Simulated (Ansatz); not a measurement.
Task: a rigid torsion scan of CH6B2O, SMILES BB(C)O, with the Python package of Ansatz (0.2.0). Give the script and its output. Level of theory (for the species named): r2scan0, cc-pVDZ basis, multiplicity 1.

```xyz
10

B    -1.2006    0.8104   -0.5841
B     0.0899   -0.0962   -0.3711
C     0.3911   -0.6773    1.0555
O     1.0369   -0.3921   -1.5068
H    -1.4932    1.2775   -1.6859
H    -1.9589    1.1192    0.3138
H    -0.3908   -1.3119    1.4195
H     1.3867   -1.2741    1.0168
H     0.5786    0.1727    1.8273
H     1.6433    0.3206   -1.4821
```

The script, `ch6b2o.py`:
```python
"""Rigid torsion scan of CH6B2O."""

import ansatz as az
from ase import Atoms

BASIS = "cc-pVDZ"
FUNCTIONAL = "r2scan0"
FMAX = 0.02


def main() -> None:
    atoms = Atoms(["B", "B", "C", "O", "H", "H", "H", "H", "H", "H"], positions=[
        (-1.2006, 0.8104, -0.5841),
        (0.0899, -0.0962, -0.3711),
        (0.3911, -0.6773, 1.0555),
        (1.0369, -0.3921, -1.5068),
        (-1.4932, 1.2775, -1.6859),
        (-1.9589, 1.1192, 0.3138),
        (-0.3908, -1.3119, 1.4195),
        (1.3867, -1.2741, 1.0168),
        (0.5786, 0.1727, 1.8273),
        (1.6433, 0.3206, -1.4821),
    ])

    # relax first, so that the scan starts from a minimum
    first = (
        az.Crystal.molecule_from_ase(atoms).calculation()
        .basis(gaussian=BASIS)
        .functional(FUNCTIONAL)
        .relax(force_tolerance=FMAX, max_steps=80)  # relax until the tolerances are met
    )
    atoms.positions = first.run().report["positions_ang"]

    start = atoms.get_dihedral(0, 1, 3, 9)
    energies = {}
    for turn in range(0, 360, 40):
        turned = atoms.copy()
        turned.set_dihedral(0, 1, 3, 9, start + turn, indices=[3, 9])
        base = az.Crystal.molecule_from_ase(turned).calculation().basis(gaussian=BASIS).functional(FUNCTIONAL)
        energies[round((start + turn) % 360)] = base.run().report["free_energy_ev"]
    floor = min(energies.values())
    print("dihedral B0-B1-O3-H9 (deg)   E - E(min) (kcal/mol)")
    for angle, e in sorted(energies.items()):
        print(f"{angle:8d} {23.060548 * (e - floor):14.3f}  " + "#" * int(30 * (e - floor) / max(max(energies.values()) - floor, 1e-9)))


if __name__ == "__main__":
    main()
```

```console
$ python ch6b2o.py
dihedral B0-B1-O3-H9 (deg)   E - E(min) (kcal/mol)
       1          0.000
      41          5.405  ###########
      81         13.937  ##############################
     121         11.020  #######################
     161          2.422  #####
     201          2.491  #####
     241         11.039  #######################
     281         13.852  #############################
     321          5.370  ###########
```

The scan is rigid and the energies are electronic, in a modest basis. With rigid groups the curve can differ much from the relaxed path, the start wasn't checked as a minimum of this torsion, and equivalent turns needn't return to the same energy. Hardware and time: 2 min on 1 thread of Arm Neoverse V2 (shared host), peak memory 0.25 GiB.

(A comment or docstring line of the script was reworded after the run, the code is as it ran.)
